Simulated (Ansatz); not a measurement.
Run this with Ansatz 0.2.0, Python API and show what comes out.

Script `gep_tae.py`:
```python
from collections import Counter

import ansatz as az
from ase import Atoms


def total_energy(molecule, charge=0, unpaired=0):
    calc = (
        molecule.calculation()
        .basis(gaussian='def2-SVP')
        .functional('B3LYP')
    )
    if charge:
        calc = calc.charge(charge)
    if unpaired:
        calc = calc.spin('collinear', total=unpaired)
    report = calc.run().report
    if report['published_state_doubts']:
        print('  doubts:', report['published_state_doubts'])
    return report['free_energy_ev']


def main() -> None:
    atoms = Atoms(['Ge', 'P'], positions=[
        [0.0, 0.0, 0.0],
        [0.0, 0.0, 2.225],
    ])
    gep = az.Crystal.molecule_from_ase(atoms)

    unpaired = {'Ge': 2, 'P': 3}
    counts = Counter(site.symbol for site in gep.cartesian_sites)
    atom_energy = {s: total_energy(az.Crystal.molecule().atom(s, (0, 0, 0)), 0, unpaired[s]) for s in counts}
    whole = total_energy(gep, 0, 1)
    for s, e in atom_energy.items():
        print(f'{s:2s} x{counts[s]}  {e:14.5f} eV')
    print(f'GeP: {whole:.5f} eV')
    split = sum(counts[s] * e for s, e in atom_energy.items()) - whole
    print(f'atomisation energy (no zero-point term): {23.060548 * split:.1f} kcal/mol, {split / sum(counts.values()):.3f} eV an atom')


if __name__ == '__main__':
    main()
```

```console
$ python gep_tae.py
Ge x1    -56509.99329 eV
P  x1     -9283.59914 eV
GeP: -65796.93524 eV
atomisation energy (no zero-point term): 77.1 kcal/mol, 1.671 eV an atom
```

77.1 kcal/mol from the electronic energies, without the zero-point term.

Notes:
- Total energies depend on the basis set; only differences at equal settings carry meaning.
- The geometry is a force-field or estimated start, not a minimum of this method, and the basis set is short of its limit. All parts are taken at fixed geometry, without zero-point energy.
- The species is open-shell (spin multiplicity 2).
- b3lyp holds the VWN-RPA fit, as in Gaussian; the form of ORCA and Turbomole is b3lyp5.
- The spin state was assumed, and another may lie lower.
- The whole script took 4.6 s on 1 thread of Arm Neoverse V1 (shared host), peak memory 0.19 GiB.
